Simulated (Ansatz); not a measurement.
# BClH3NO (built from SMILES NB(O)Cl): search for a transition state, part 2 of 2

Ansatz 0.2.0, Gaussian basis; PBE0-D4.

## (6) Checking the order of the point

The input, vib/in.yaml:

```yaml
crystal:
  periodic: [false, false, false]
  atoms:
    - {symbol: B, position_ang: [-0.279157, 0.258120, -0.354614]}
    - {symbol: O, position_ang: [0.548409, 0.562717, 0.932888]}
    - {symbol: N, position_ang: [-0.494767, -1.043870, -0.172220]}
    - {symbol: H, position_ang: [0.372883, -0.515770, 0.973051]}
    - {symbol: Cl, position_ang: [-0.565548, 1.604729, -1.435114]}
    - {symbol: H, position_ang: [1.470290, 0.805292, 0.779711]}
    - {symbol: H, position_ang: [-1.052109, -1.671318, -0.723802]}
basis:
  gaussian: {orbitals: def2-TZVP}
hamiltonian: {xc: pbe0, dispersion: d4}
phonons: {temperatures: {t_min: 298.15, t_max: 900, t_step: 200}}
```

On the command line:

```bash
ansatz run in.yaml --threads 2 --pin off --events-out ev --progress --plain --max-ram 4352MiB
```

Standard output, cut to the lines that bear on the results:

```text
Functional definition: PBE0
  name "PBE0"
  cite "Adamo & Barone, J. Chem. Phys. 110, 6158 (1999) doi:10.1063/1.478522"
  cite "Perdew, Burke & Ernzerhof, Phys. Rev. Lett. 77, 3865 (1996) doi:10.1103/PhysRevLett.77.3865"
  parent pbe
[...]
875 factors; their error is unknown
[...]
mean field -16779.08052137 eV, -616.6198358910 hartree, gradient 3.4e-5 eV, S^2 0.000000; 0 other end points of the search recorded, 0 dependent functions left out
[...]
reference -16779.08054748 eV, -616.6198368507 hartree; 20, 20 occupied and 128, 128 virtual orbitals, 875 factors
[... from here to the last solve, the lines of the solves are left out (41 solves) ...]
875 factors; their error is unknown
mean field -16779.08047575 eV, -616.6198342145 hartree, gradient 2.8e-6 eV, S^2 0.000000; 0 other end points of the search recorded, 0 dependent functions left out
[...]
reference -16779.08050186 eV, -616.6198351742 hartree; 20, 20 occupied and 128, 128 virtual orbitals, 875 factors
WARN: phonons: modes at or below zero, which the zero-point energy, F, S and C_V leave out: 1, the lowest at -927.50 cm⁻¹. A minimum has none, and a first-order saddle one
Total energy: -16779.18053378 eV, -616.6235112794 hartree
Atom 0 at    -0.279157     0.258120    -0.354614 Å, force     0.000183     0.000131    -0.000162 eV/Å
Atom 1 at     0.548409     0.562717     0.932888 Å, force    -0.000878     0.000108     0.000866 eV/Å
Atom 2 at    -0.494767    -1.043870    -0.172220 Å, force    -0.001020    -0.001210    -0.000472 eV/Å
Atom 3 at     0.372883    -0.515770     0.973051 Å, force    -0.000329     0.000007    -0.000941 eV/Å
Atom 4 at    -0.565548     1.604729    -1.435114 Å, force    -0.000125     0.000256    -0.000165 eV/Å
Atom 5 at     1.470290     0.805292     0.779711 Å, force     0.000980    -0.000137    -0.000208 eV/Å
Atom 6 at    -1.052109    -1.671318    -0.723802 Å, force     0.001189     0.000844     0.001081 eV/Å
Dipole moment:     0.454388     0.055129     0.185677 e Å
Vibrations: -927.50 297.51 407.47 484.75 533.77 646.51 743.85 856.59 941.65 1000.51 1359.37 1596.85 2282.68 3696.20 3813.99 cm⁻¹, zero-point energy 1.156878 eV
```

Wall time 77 s (2 threads of Arm Neoverse V1, shared host).

Wavenumbers and character of the modes:

| mode | wavenumber (cm⁻¹) | character |
| --- | --- | --- |
| 1 | 928i | changes O2–H4, N3–H4 |
| 2 | 298 | bend |
| 3 | 407 | torsion |
| 4 | 485 | B–Cl stretch with bend |
| 5 | 534 | torsion |
| 6 | 647 | torsion |
| 7 | 744 | B–O stretch with bend |
| 8 | 857 | bend with B–Cl stretch |
| 9 | 942 | bend |
| 10 | 1001 | bend |
| 11 | 1359 | bend |
| 12 | 1597 | B–N stretch |
| 13 | 2283 | O–H stretch with bend |
| 14 | 3696 | N–H stretch |
| 15 | 3814 | O–H stretch |

Vibrational sums (real modes only):

| T (K) | entropy (J/mol/K) | heat capacity (J/mol/K) |
| --- | --- | --- |
| 298 | 19.6 | 37.0 |
| 498 | 44.6 | 60.2 |
| 698 | 67.3 | 73.9 |
| 898 | 87.0 | 82.8 |

## (7) Relaxing after a step of 0.30 Å one way along the mode

The input, downa/in.yaml:

```yaml
crystal:
  periodic: [false, false, false]
  atoms:
    - {symbol: B, position_ang: [-0.340593, 0.184214, -0.403799]}
    - {symbol: O, position_ang: [0.549939, 0.538244, 0.950637]}
    - {symbol: N, position_ang: [-0.550129, -1.093254, -0.232535]}
    - {symbol: H, position_ang: [0.522408, -0.331410, 1.156501]}
    - {symbol: Cl, position_ang: [-0.560681, 1.609423, -1.416237]}
    - {symbol: H, position_ang: [1.477367, 0.771682, 0.772910]}
    - {symbol: H, position_ang: [-1.098311, -1.679000, -0.827577]}
basis:
  gaussian: {orbitals: def2-TZVP}
hamiltonian: {xc: pbe0, dispersion: d4}
relax: {f_tol: 0.005, max_steps: 200}
```

On the command line:

```bash
ansatz run in.yaml --threads 2 --pin off --events-out ev --progress --plain --max-ram 4352MiB
```

Standard output, cut to the lines that bear on the results:

```text
[... 5 set-up lines as earlier in the session ...]
[...]
875 factors; their error is unknown
[...]
mean field -16778.88373073 eV, -616.6126039683 hartree, gradient 2.8e-5 eV, S^2 0.000000; 0 other end points of the search recorded, 0 dependent functions left out
[...]
reference -16778.88375726 eV, -616.6126049434 hartree; 20, 20 occupied and 128, 128 virtual orbitals, 875 factors
relax step   1: F+E_penalty+E_count = -16778.98526982 eV  Δ(F+E_penalty+E_count) = +0.000e0 eV  max|allowed force component| = 5.529e0 eV/Å  Δτ_max = 0.0000 Å  (28 SCF iters, accepted)
[...]
reference -16779.16795509 eV, -616.6230490212 hartree; 20, 20 occupied and 128, 128 virtual orbitals, 875 factors
Total energy: -16779.26887848 eV, -616.6267578870 hartree
Atom 0 at    -0.321883     0.129721    -0.366882 Å, force     0.001143     0.000334     0.002300 eV/Å
Atom 1 at     0.546057     0.533982     0.924661 Å, force     0.001878     0.000268    -0.001209 eV/Å
Atom 2 at    -0.609541    -1.144420    -0.247723 Å, force    -0.000952    -0.001902    -0.001237 eV/Å
Atom 3 at     0.648230    -0.379990     1.261771 Å, force    -0.000127     0.001051    -0.000603 eV/Å
Atom 4 at    -0.483859     1.559817    -1.393440 Å, force    -0.000060     0.000743    -0.000719 eV/Å
Atom 5 at     1.405936     0.933158     0.735898 Å, force    -0.002326    -0.001083     0.000690 eV/Å
Atom 6 at    -1.184940    -1.632368    -0.914384 Å, force     0.000443     0.000589     0.000777 eV/Å
Dipole moment:     0.641646     0.221550     0.403883 e Å
```

Wall time 35 s (2 threads of Arm Neoverse V1, shared host).

Relaxation path:

| step | energy from step 1 (eV) | largest force component (eV/Å) |
| --- | --- | --- |
| 1 | 0.0000 | 5.5290 |
| 2 | -0.2540 | 0.9496 |
| 3 | -0.2720 | 0.1884 |
| 4 | -0.2779 | 0.1577 |
| 5 | -0.2813 | 0.0954 |
| 6 | -0.2814 | 0.1922 |
| 7 | -0.2828 | 0.0794 |
| 8 | -0.2833 | 0.0424 |
| 9 | -0.2834 | 0.0408 |
| 10 | -0.2836 | 0.0099 |
| 11 | -0.2836 | 0.0099 |
| 12 | -0.2836 | 0.0023 |

Close pairs (by a distance rule), those that changed most:

| bond | before (Å) | after (Å) | change (Å) |
| --- | --- | --- | --- |
| O2–H4 | 0.894 | 0.980 | +0.085 |
| B1–O2 | 1.659 | 1.608 | -0.051 |
| N3–H7 | 0.999 | 1.007 | +0.008 |
| O2–H6 | 0.973 | 0.967 | -0.006 |
| B1–Cl5 | 1.762 | 1.768 | +0.006 |
| B1–N3 | 1.306 | 1.312 | +0.006 |

## (8) Relaxing after a step of 0.30 Å the other way along the mode

The input, downb/in.yaml:

```yaml
crystal:
  periodic: [false, false, false]
  atoms:
    - {symbol: B, position_ang: [-0.217721, 0.332025, -0.305429]}
    - {symbol: O, position_ang: [0.546878, 0.587189, 0.915140]}
    - {symbol: N, position_ang: [-0.439405, -0.994486, -0.111905]}
    - {symbol: H, position_ang: [0.223358, -0.700130, 0.789601]}
    - {symbol: Cl, position_ang: [-0.570415, 1.600035, -1.453991]}
    - {symbol: H, position_ang: [1.463213, 0.838902, 0.786512]}
    - {symbol: H, position_ang: [-1.005908, -1.663636, -0.620028]}
basis:
  gaussian: {orbitals: def2-TZVP}
hamiltonian: {xc: pbe0, dispersion: d4}
relax: {f_tol: 0.005, max_steps: 200}
```

On the command line:

```bash
ansatz run in.yaml --threads 2 --pin off --events-out ev --progress --plain --max-ram 4352MiB
```

Standard output, cut to the lines that bear on the results:

```text
[... 5 set-up lines as earlier in the session ...]
[...]
875 factors; their error is unknown
[...]
mean field -16779.60719382 eV, -616.6391907467 hartree, gradient 2.8e-5 eV, S^2 0.000000; 0 other end points of the search recorded, 0 dependent functions left out
[...]
reference -16779.60721951 eV, -616.6391916906 hartree; 20, 20 occupied and 128, 128 virtual orbitals, 875 factors
relax step   1: F+E_penalty+E_count = -16779.70446814 eV  Δ(F+E_penalty+E_count) = +0.000e0 eV  max|allowed force component| = 2.963e0 eV/Å  Δτ_max = 0.0000 Å  (28 SCF iters, accepted)
[...]
reference -16782.11353745 eV, -616.7312971762 hartree; 20, 20 occupied and 128, 128 virtual orbitals, 875 factors
Total energy: -16782.21263328 eV, -616.7349388809 hartree
Atom 0 at     0.056612     0.286770    -0.090947 Å, force    -0.000059     0.000406    -0.000287 eV/Å
Atom 1 at     0.951466     0.723914     0.835642 Å, force    -0.000221    -0.000506    -0.000051 eV/Å
Atom 2 at    -0.460863    -1.005132    -0.027069 Å, force     0.000053    -0.000724     0.000517 eV/Å
Atom 3 at    -0.191572    -1.646550     0.697889 Å, force    -0.000102     0.000203    -0.000260 eV/Å
Atom 4 at    -0.468166     1.374034    -1.409776 Å, force     0.000240    -0.000099     0.000358 eV/Å
Atom 5 at     1.233916     1.627754     0.686060 Å, force     0.000149     0.000644    -0.000144 eV/Å
Atom 6 at    -1.121394    -1.360890    -0.691899 Å, force    -0.000059     0.000077    -0.000134 eV/Å
Dipole moment:    -0.012566    -0.206471     0.102603 e Å
```

Run time: 35 s. Hardware: 2 threads of Arm Neoverse V1, shared host.

Relaxation path:

| step | energy from step 1 (eV) | largest force component (eV/Å) |
| --- | --- | --- |
| 1 | 0.0000 | 2.9635 |
| 2 | -0.3298 | 2.9464 |
| 3 | -1.1156 | 2.4821 |
| 4 | -1.6948 | 1.7426 |
| 5 | -2.0172 | 1.5994 |
| 6 | -2.2340 | 1.8119 |
| 7 | -2.4498 | 0.6892 |
| 8 | -2.5018 | 0.6567 |
| 9 | -2.5076 | 0.1192 |
| 10 | -2.5080 | 0.0318 |
| 11 | -2.5081 | 0.0060 |
| 12 | -2.5081 | 0.0007 |

Distances of close pairs at the start and the end, largest changes first:

| bond | before (Å) | after (Å) | change (Å) |
| --- | --- | --- | --- |
| N3–H4 | 1.157 | 1.005 | -0.152 |
| B1–O2 | 1.463 | 1.360 | -0.102 |
| B1–Cl5 | 1.747 | 1.788 | +0.041 |
| B1–N3 | 1.359 | 1.393 | +0.034 |
| N3–H7 | 1.013 | 1.002 | -0.011 |
| O2–H6 | 0.959 | 0.959 | -0.000 |

## (9) What the saddle joins

| pair | start side (Å) | saddle (Å) | end side (Å) |
| --- | --- | --- | --- |
| O2–H4 | 2.635 | 1.093 | 0.980 |
| B1–O2 | 1.360 | 1.561 | 1.608 |
| N3–H4 | 1.005 | 1.531 | 2.108 |

## (10) Summary of results

This closing draws on all 2 parts.

```
                       quantity                                       value
                 imaginary mode                                   928i cm⁻¹
    barrier from the start side                                292.6 kJ/mol
      barrier from the end side                                  8.5 kJ/mol
             energy of the step                               +284.0 kJ/mol
              pairs that change  O2–H4 formed, B1–O2 loosened, N3–H4 broken
zero-point energy at the saddle                                    1.157 eV
```

One imaginary mode, 928i cm⁻¹, makes this a first-order saddle. It joins the planned start and end. A bond meant to break is only loosened at the end: the products stay bound as an adduct. At PBE0-D4/def2-TZVP the electronic barrier is 292.6 kJ/mol, about 118 kT at 298 K, and the step runs 284.0 kJ/mol uphill. A step off the saddle overshot and began above it in energy, so the link to its end is likely but not proven.
